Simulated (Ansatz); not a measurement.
**SiTeH₃ radical: basis-set convergence**

One table from this session's results is given with a row withheld; the runs are named, their logs left out.

Computed with Ansatz 0.2.0, Gaussian basis. Level: one geometry, several basis sets.

Levels to be run: PBE0-D4/def2-SVP; ωB97M-V/def2-SVP; PBE0-D4/def2-QZVPP; ωB97M-V/def2-QZVPP; the functionals' def2-TZVPP values are taken from earlier runs.

**Structure used throughout**

An earlier PBE0-D4 in a triple-zeta def2 set relaxation fixed the geometry. Te takes the def2 core potential; no spin-orbit term is included.

SMILES `[SiH3][Te]`, 5 atoms, charge 0, spin multiplicity 2.

Atoms are counted from 1 here; the program's logs count them from 0.

Bond lengths: Si1–Te2 2.484 Å, Si1–H3 1.485 Å, Si1–H4 1.485 Å, Si1–H5 1.487 Å. Angles: Te2–Si1–H3 111.6°, Te2–Si1–H4 111.6°, Te2–Si1–H5 105.3°, H3–Si1–H4 109.2°, H3–Si1–H5 109.6°, H4–Si1–H5 109.6°.

The first run:

Input file in.yaml:

```yaml
crystal:
  periodic: [false, false, false]
  atoms:
    - {symbol: Si, position_ang: [-0.172897, 0.041144, -0.072084]}
    - {symbol: Te, position_ang: [1.974348, -0.875589, 0.777307]}
    - {symbol: H, position_ang: [-1.202756, 0.096363, 0.995817]}
    - {symbol: H, position_ang: [-0.692978, -0.755242, -1.211977]}
    - {symbol: H, position_ang: [0.144284, 1.419623, -0.530562]}
basis:
  gaussian: {orbitals: def2-SVP}
magnetization: {spin_polarized: true, initial_magnetization: 1}
hamiltonian: {xc: pbe0, dispersion: d4}
output: {orbitals: {seedname: orbitals}}
```

On the command line:

```sh
$ ansatz run in.yaml --threads 2 --pin off --events-out ev --progress --plain --max-ram 22528MiB --backend cpu
```

Among the steps run: PBE0-D4 in def2-SVP; ωB97M-V in def2-SVP; PBE0-D4 in def2-QZVPP; ωB97M-V in def2-QZVPP.

One table of the session follows, with a row left open; its other results are not shown here.

It belongs to the step «Functionals by basis». 

```
functional       basis  HOMO (eV)  LUMO (eV)
   PBE0-D4    def2-SVP      -6.30      -4.26
   PBE0-D4  def2-TZVPP      -6.39      -4.25
   PBE0-D4  def2-QZVPP          ?          ?
   ωB97M-V    def2-SVP      -8.34      -2.22
   ωB97M-V  def2-TZVPP      -8.45      -2.30
   ωB97M-V  def2-QZVPP      -8.48      -2.31
```

**Question.** Estimate the row for PBE0-D4, def2-QZVPP.

As computed: HOMO (eV): -6.41; LUMO (eV): -4.25. In the column «HOMO (eV)» it lies between ωB97M-V, def2-SVP (-8.34) and PBE0-D4, def2-TZVPP (-6.39).
